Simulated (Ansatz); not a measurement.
# BFH4INSi: the cost of one run

Method: RKS BHLYP-D4/def2-SVP, in Ansatz 0.2.0.

**1. Starting point**

Bond lengths: N1–B2 1.514 Å, B2–F3 1.430 Å, B2–Si4 1.868 Å, Si4–I5 2.500 Å, N1–H6 1.069 Å, N1–H7 1.087 Å, Si4–H8 1.478 Å, Si4–H9 1.523 Å. Angles: N1–B2–F3 118.3°, N1–B2–Si4 122.3°, F3–B2–Si4 119.4°, B2–N1–H6 107.7°, B2–N1–H7 106.0°, H6–N1–H7 101.6°, B2–Si4–I5 110.6°, B2–Si4–H8 110.2°, B2–Si4–H9 112.4°, I5–Si4–H8 107.1°, I5–Si4–H9 108.5°, H8–Si4–H9 107.7°.

As a file:

```xyz
9

N     1.6233    0.7304   -0.2237
B     0.7603   -0.5096   -0.1230
F     1.3700   -1.7812   -0.3571
Si   -1.0516   -0.4298    0.3227
I    -2.3292    0.8458   -1.4061
H     1.4892    1.2932    0.6753
H     1.1417    1.3725   -0.9566
H    -1.6263   -1.7904    0.3727
H    -1.2889    0.2228    1.6786
```

**2. Relaxing end A**

The input, input.yaml:

```yaml
crystal:
  periodic: [false, false, false]
  atoms:
    - { symbol: "N", position_ang: [1.6233, 0.7304, -0.2237] }
    - { symbol: B, position_ang: [0.7603, -0.5096, -0.123] }
    - { symbol: F, position_ang: [1.37, -1.7812, -0.3571] }
    - { symbol: Si, position_ang: [-1.0516, -0.4298, 0.3227] }
    - { symbol: I, position_ang: [-2.3292, 0.8458, -1.4061] }
    - { symbol: H, position_ang: [1.4892, 1.2932, 0.6753] }
    - { symbol: H, position_ang: [1.1417, 1.3725, -0.9566] }
    - { symbol: H, position_ang: [-1.6263, -1.7904, 0.3727] }
    - { symbol: H, position_ang: [-1.2889, 0.2228, 1.6786] }
basis:
  gaussian: { orbitals: def2-SVP }
hamiltonian:
  xc: { name: BHLYP }
  dispersion: d4
relax:
  f_tol: 0.02
  max_steps: 50
```

Run with:

```sh
ansatz run input.yaml --threads 2 --pin off --max-ram 3072MiB --backend cpu --events-out ev --progress --plain --runs-dir out
```

What time and memory should one allow on 2 threads of Intel Xeon Platinum 8488C (Sapphire Rapids), shared host?

About 75 s, with a peak of 0.3 GiB.
